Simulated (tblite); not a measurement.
# C5H12GaNO: the cost of one run

The runs use tblite 0.8.0 and PySCF 2.14.0, with density-fitted response routines of our own; the level of theory stands in each step. All values are computed, except where a source is named. Atoms count from 0, in the outputs and in this text.

## (1) The molecule as given

20 atoms, charge 0, multiplicity 1; geometry from: force field or distance geometry start.

Bonds of the start (Å): C0–C1 1.46, C1–N2 1.17, N2–Ga3 1.86, Ga3–O4 1.86, O4–C5 1.38, C5–C6 1.54, C5–C7 1.51, C0–H8 1.13, C0–H9 1.09, C0–H10 1.13, Ga3–H11 1.60, Ga3–H12 1.63, C5–H13 1.12, C6–H14 1.11, C6–H15 1.09, C6–H16 1.12, C7–H17 1.10, C7–H18 1.11, C7–H19 1.11.

## (2) Relaxing the molecule with GFN2-xTB

Job settings and geometry (Å):

```
{"job": {"kind": "relax", "xc": "GFN2-xTB", "basis": "xTB"}, "charge": 0, "multiplicity": 1}
C     -4.603100    -0.751300     0.453900
C     -3.313600    -0.203000     0.052100
N     -2.264700     0.224400    -0.250900
Ga    -0.606000     0.917000    -0.746400
O      0.640100    -0.458400    -0.641900
C      1.842700     0.155200    -0.358600
C      2.688900    -0.006700    -1.632600
C      2.583400    -0.428000     0.814800
H     -5.062000    -0.022000     1.181800
H     -4.503800    -1.748100     0.888500
H     -5.341300    -0.751900    -0.404300
H     -0.630900     1.481100    -2.245600
H     -0.179200     2.131300     0.251000
H      1.656700     1.253500    -0.276800
H      2.598600     0.943400    -2.192200
H      2.344100    -0.854300    -2.218200
H      3.737200    -0.198400    -1.303700
H      3.120700     0.392500     1.315300
H      1.938100    -0.894500     1.585800
H      3.349000    -1.171000     0.495900
```

On the command line:

```
$ OMP_NUM_THREADS=1 python probes_run.py task.json out
```

The driver reads the jobs from task.json and runs them one after another.

**Question.** How long does this first job take on 1 thread of Arm Neoverse N1, shared host, and how much memory does it need?

About 2.7 s, with a peak of 0.18 GiB.
